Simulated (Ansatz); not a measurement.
# WSe2: the cost of one run

Computed with Ansatz 0.2.0 (DFT, PBE, plane-wave PAW, default files, scalar-relativistic, as far as a step names no other, unless a step's input says otherwise).

1 further run of the same task is left out (it didn't finish).

**1. The system as given**

It takes space group P6_3/mmc (No. 194, hexagonal). Conventional cell: a = 3.290 Å, b = 3.290 Å, c = 12.970 Å, α = 90.00°, β = 90.00°, γ = 120.00°. W (site symmetry -6m2) is surrounded by 6 Se at 2.53 Å. Se (site symmetry 3m) has 3 W at 2.53 Å as nearest neighbours.

As a file:

```
CELL_PARAMETERS angstrom
3.29000 0.00000 0.00000
-1.64500 2.84922 0.00000
0.00000 0.00000 12.97000
ATOMIC_POSITIONS crystal
W 0.33333 0.66667 0.25000
W 0.66667 0.33333 0.75000
Se 0.33333 0.66667 0.62100
Se 0.66667 0.33333 0.12100
Se 0.33333 0.66667 0.87900
Se 0.66667 0.33333 0.37900
```

The earlier run gave: gap on the mesh 1.00 eV, largest force 0.169 eV/Å, pressure 3.7 GPa.

Like atoms gathered into sites:

| site | atoms | first shell | V_zz (10²¹ V/m²) | η | C_Q (MHz) |
| --- | --- | --- | --- | --- | --- |
| W | 1, 2 | 6 Se at 2.53 Å | -17.02 | 0.00 | – |
| Se | 3, 4, 5, 6 | 3 W at 2.53 Å; also 7 Se at 3.29–3.35 Å | -7.65 | 0.00 | – |

C_Q = eQV_zz/h, which is 24.18 MHz for Q = 1 b and V_zz = 10²¹ V/m²; η = (V_xx − V_yy)/V_zz. Q values from Pyykkö, Mol. Phys. 116, 1328 (2018). A dash under C_Q marks elements without a common quadrupolar isotope.

**2. Z stretched by +3 %, ions relaxed**

Input file input.yaml:

```yaml
crystal:
  lattice:
    - [3.2899984505, 0.0, 0.0]
    - [-1.6449992252, 2.8492222365, 0.0]
    - [0.0, 0.0, 13.3591]
  atoms:
    - { symbol: W, position: [0.3333333333, 0.6666666667, 0.25], spin: 2.0 }
    - { symbol: W, position: [0.6666666667, 0.3333333333, 0.75], spin: 2.0 }
    - { symbol: Se, position: [0.3333333333, 0.6666666667, 0.6202867003] }
    - { symbol: Se, position: [0.6666666667, 0.3333333333, 0.1202867003] }
    - { symbol: Se, position: [0.3333333333, 0.6666666667, 0.8797132997] }
    - { symbol: Se, position: [0.6666666667, 0.3333333333, 0.3797132997] }
magnetization:
  spin_polarized: true
kpoints:
  mp_grid: { grid: [15, 15, 4] }
scf:
  occupations: { method: fermi_dirac, width: 0.02 }
hamiltonian:
  xc: pbe
  pseudopotentials: { kind: paw }
output:
  forces: true
  stress: true
  populations: true
  efg: { contact_densities: true }
relax:
  f_tol: 0.02
  max_steps: 60
```

On the command line:

```bash
$ ansatz run input.yaml --threads 1 --pin off --max-ram 3072MiB --backend cpu --events-out ev --progress --plain --runs-dir out
```

**Question.** How long does this run take on 1 thread of Intel Xeon 6975P-C (Granite Rapids), shared host, and how much memory does it need?

About 2.2 min, with a peak of 1.2 GiB.
